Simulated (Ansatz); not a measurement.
**F2H2HfS2: basis-set convergence**

The task here is to estimate one member of a computed series from the others.

The runs use Ansatz 0.2.0, Gaussian basis; one geometry, several basis sets.

Levels to be run: PBE0-D4/def2-SVP; ωB97M-V/def2-SVP; PBE0-D4/def2-QZVPP; ωB97M-V/def2-QZVPP; the functionals' def2-TZVPP values are taken from earlier runs.

**Structure used throughout**

All runs share one geometry, relaxed beforehand with PBE0-D4 in a triple-zeta def2 set. Hf takes the def2 core potential; no spin-orbit term is included.

SMILES `[F][Hf]([F])([SH])[SH]`, 7 atoms, charge 0, spin multiplicity 1.

Atoms are counted from 1 here; the program's logs count them from 0.

Bond lengths: F1–Hf2 1.891 Å, Hf2–F3 1.891 Å, Hf2–S4 2.437 Å, Hf2–S5 2.437 Å, S4–H6 1.348 Å, S5–H7 1.348 Å. Angles: F1–Hf2–F3 113.7°, F1–Hf2–S4 105.3°, F1–Hf2–S5 111.6°, F3–Hf2–S4 111.6°, F3–Hf2–S5 105.3°, S4–Hf2–S5 109.4°, Hf2–S4–H6 91.0°, Hf2–S5–H7 90.9°.

Geometry (Å):

```
atom     x (Å)     y (Å)     z (Å)
  F1  -0.17544  -2.26051  -0.58453
 Hf2   0.22079  -0.60382   0.23746
  F3   1.26529  -0.76416   1.80611
  S4  -1.94177   0.41799   0.70269
  S5   1.50117   0.84690  -1.24351
  H6  -1.34054   1.51079   1.21432
  H7   0.53169   0.78481  -2.17824
```

Set-up of the first run:

File in.yaml:

```yaml
crystal:
  periodic: [false, false, false]
  atoms:
    - {symbol: F, position_ang: [-0.175441, -2.260515, -0.584531]}
    - {symbol: Hf, position_ang: [0.220792, -0.603823, 0.237464]}
    - {symbol: F, position_ang: [1.265290, -0.764157, 1.806107]}
    - {symbol: S, position_ang: [-1.941766, 0.417990, 0.702693]}
    - {symbol: S, position_ang: [1.501167, 0.846899, -1.243509]}
    - {symbol: H, position_ang: [-1.340535, 1.510792, 1.214322]}
    - {symbol: H, position_ang: [0.531693, 0.784812, -2.178245]}
basis:
  gaussian: {orbitals: def2-SVP}
hamiltonian: {xc: pbe0, dispersion: d4}
output: {orbitals: {seedname: orbitals}}
```

Among the steps run: PBE0-D4 in def2-SVP; ωB97M-V in def2-SVP; PBE0-D4 in def2-QZVPP; ωB97M-V in def2-QZVPP.

One of the session's tables, all rows but one given; the rest of the session is left out.

It belongs to the step «Density functionals: the series». 

| functional | basis | HOMO (eV) | LUMO (eV) |
| --- | --- | --- | --- |
| PBE0-D4 | def2-SVP | -7.86 | -1.72 |
| PBE0-D4 | def2-TZVPP | ? | ? |
| PBE0-D4 | def2-QZVPP | -7.88 | -1.71 |
| ωB97M-V | def2-SVP | -9.93 | 0.48 |
| ωB97M-V | def2-TZVPP | -9.98 | 0.47 |
| ωB97M-V | def2-QZVPP | -10.00 | 0.23 |

**Question.** Estimate the row for PBE0-D4, def2-TZVPP.

The run gave: HOMO (eV): -7.86; LUMO (eV): -1.69.
